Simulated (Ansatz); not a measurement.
Write a Python script for the Ansatz DFT code, driven from Python that makes a relaxation followed by a look at the electronic structure of La₃InN, space group Pm-3m. Use (first run): LDA, PAW, the default cutoff (420 eV here), 4×4×4 k-points, Fermi-Dirac smearing of 0.1 eV.

```cif
data_structure
_symmetry_space_group_name_H-M 'P 1'
_symmetry_Int_Tables_number 1
_cell_length_a 5.1275
_cell_length_b 5.1275
_cell_length_c 5.1275
_cell_angle_alpha 90.000
_cell_angle_beta 90.000
_cell_angle_gamma 90.000
_cell_volume 134.81
loop_
_atom_site_label
_atom_site_type_symbol
_atom_site_fract_x
_atom_site_fract_y
_atom_site_fract_z
_atom_site_occupancy
La1 La 0.50000 0.50000 0.00000 1
La2 La 0.00000 0.50000 0.50000 1
La3 La 0.50000 0.00000 0.50000 1
In1 In 0.00000 0.00000 0.00000 1
N1 N 0.50000 0.50000 0.50000 1
```

`la3inn.py`
```python
"""Relax La3InN, then bands and states at the relaxed cell."""

import ansatz as az
import numpy as np

FUNCTIONAL = "LDA"
SIGMA = 0.1


def count_gap(report):
    # lowest empty less highest filled band, counting bands; zero where they overlap
    return max(report.get("gap_by_band_count_ev") or 0.0, 0.0)


def with_settings(crystal, spacing):
    return (
        crystal.calculation()
        .functional(FUNCTIONAL)
        .pseudopotentials("paw")
        .occupations(az.OccupationsMethod.FERMI_DIRAC, width=SIGMA)
        .kpoints(spacing=spacing)
    )

cell = (
    az.Lattice.of([5.1275, 0.0, 0.0], [0.0, 5.1275, 0.0], [0.0, 0.0, 5.1275])
    .atom("La", [0.5, 0.5, 0.0])
    .atom("La", [0.0, 0.5, 0.5])
    .atom("La", [0.5, 0.0, 0.5])
    .atom("In", [0.0, 0.0, 0.0])
    .atom("N", [0.5, 0.5, 0.5])
)

relaxed = with_settings(cell, 0.34).relax(cell=True, force_tolerance=0.02, max_steps=40).checkpoint(write="relax.run", compress=False).run(threads=1)
cell = np.asarray(relaxed.lattice.cell_ang)
print("relaxed edges (A):", np.linalg.norm(cell, axis=1).round(4), " volume:", round(abs(np.linalg.det(cell)), 3), "A^3")
for site in relaxed.lattice.sites:
    print(" ", site.symbol, np.round(site.position_frac, 4) + 0.0)

final = az.Crystal.from_checkpoint("relax.run")
out = with_settings(final, 0.26).functional("pbesol").stress().band_table().density_of_states(energy_step=0.05).run(threads=1)
data = out.report
dos = out.density_of_states()
print(f"pressure at the relaxed cell {np.trace(data['stress_gpa']) / 3:.3f} GPa, gap by band count {count_gap(data):.3f} eV")
if count_gap(data) == 0:
    print("states/eV at the Fermi level:", round(float(np.interp(dos.fermi_ev, dos.energies_ev, dos.spin_summed_g_bin_mean_per_ev)), 3))
```

```console
$ python la3inn.py
DeckWarning: basis.ecutwfc = 420 eV, auto-derived from the records' recommended cutoffs: set by La (normal level)
relaxed edges (A): [5.0203 5.0203 5.0203]  volume: 126.529 A^3
  La [0.5 0.5 0. ]
  La [0.  0.5 0.5]
  La [0.5 0.  0.5]
  In [0. 0. 0.]
  N [0.5 0.5 0.5]
DeckWarning: crystal.checkpoint: the structure is that of relax.run, a `relax` run, at its step 6: its result, under lda at a charge of 0 e; 5 atoms read, 0 with a starting moment [...]
pressure at the relaxed cell 2.084 GPa, gap by band count 0.000 eV
states/eV at the Fermi level: 2.698
```
(Warnings from the package without file and line, shortened.)

What to keep in mind:
- The mesh is modest for a metal, so energies can be off by several to tens of meV an atom and pressures by half a GPa or more; differences at equal mesh fare better.
- The zero of the levels is a convention of the potentials, so an absolute Fermi energy is no work function.
- A gap by band count of zero or less means overlapping bands, a metal, and at an odd count of electrons it is no gap at all.
- The structure is a deposited one; some such entries were measured under pressure or heat, so a shift against it needn't be the functional's error alone.
- Gaps and levels are Kohn-Sham values on a finite set of k-points, without spin-orbit coupling.
- Where the second run takes another functional or mesh than the relaxation, its pressure isn't zero; pressure is positive in compression.
- The computed bands are complete only to about 1.4 eV above the Fermi level; beyond that the density of states is undercounted.
- It ran for 21 s on 1 thread of Arm Neoverse V2, on a shared host, peak memory 0.48 GiB.
